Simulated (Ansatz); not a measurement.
# CH₃NOSi: small, medium and large basis sets

Aim: see how fast density functionals converge with the basis set for CH₃NOSi.

The runs use Ansatz 0.2.0, Gaussian basis; one geometry, several basis sets.

The runs, in order: PBE0-D4/def2-SVP; ωB97M-V/def2-SVP; PBE0-D4/def2-QZVPP; ωB97M-V/def2-QZVPP; the functionals' def2-TZVPP values are taken from earlier runs.

### Step 1. Structure used throughout

All runs share one geometry, relaxed beforehand with PBE0-D4 in a triple-zeta def2 set.

SMILES `O[SiH]1C=N1`, 7 atoms, charge 0, spin multiplicity 1.

Atoms are counted from 1 here; the program's logs count them from 0.

Bond lengths: O1–Si2 1.630 Å, O1–H5 0.959 Å, Si2–C3 1.763 Å, Si2–N4 1.764 Å, Si2–H6 1.466 Å, C3–N4 1.292 Å, C3–H7 1.093 Å. Angles: Si2–O1–H5 118.2°, O1–Si2–C3 125.9°, O1–Si2–N4 121.7°, O1–Si2–H6 106.7°, C3–Si2–N4 43.0°, C3–Si2–H6 125.1°, N4–Si2–H6 120.7°, Si2–C3–N4 68.6°, Si2–C3–H7 164.3°, N4–C3–H7 127.0°, Si2–N4–C3 68.4°.

Coordinates:

```xyz
7
CH3NOSi
O    -0.9573    1.0896   -1.0047
Si   -0.0112    0.5517    0.2088
C     0.7968   -1.0135    0.2746
N    -0.2874   -1.0119    0.9780
H    -1.3116    0.4471   -1.6223
H     0.3583    1.7247    1.0075
H     1.4739   -1.8557    0.1125
```

### Step 2. PBE0-D4 in def2-SVP

The input, in.yaml:

```yaml
crystal:
  periodic: [false, false, false]
  atoms:
    - {symbol: O, position_ang: [-0.957331, 1.089631, -1.004716]}
    - {symbol: Si, position_ang: [-0.011209, 0.551706, 0.208791]}
    - {symbol: C, position_ang: [0.796751, -1.013501, 0.274587]}
    - {symbol: N, position_ang: [-0.287427, -1.011863, 0.978033]}
    - {symbol: H, position_ang: [-1.311645, 0.447071, -1.622313]}
    - {symbol: H, position_ang: [0.358257, 1.724688, 1.007453]}
    - {symbol: H, position_ang: [1.473905, -1.855731, 0.112466]}
basis:
  gaussian: {orbitals: def2-SVP}
hamiltonian: {xc: pbe0, dispersion: d4}
output: {orbitals: {seedname: orbitals}}
```

Run with:

```
> ansatz run in.yaml --threads 2 --pin off --events-out ev --progress --plain --max-ram 4352MiB
```

The runs that follow: ωB97M-V in def2-SVP; PBE0-D4 in def2-QZVPP; ωB97M-V in def2-QZVPP.

Q: Predict the results of all the runs planned. Wanted: PBE0-D4: double and triple zeta above quadruple; ωB97M-V: double and triple zeta above quadruple.

The runs gave:

| quantity | value |
| --- | --- |
| PBE0-D4: double and triple zeta above quadruple | 9.11, 0.55 eV |
| ωB97M-V: double and triple zeta above quadruple | 9.24, 0.51 eV |

For PBE0-D4 the step from double to triple zeta gains 8.56 eV and the next only 0.55 eV. These are total energies; as a rule much of such shifts cancels in differences, which this series doesn't test. The LUMO of ωB97M-V is positive and keeps falling with the basis (1.86 to 1.21 eV): an unbound level that the basis holds in place.
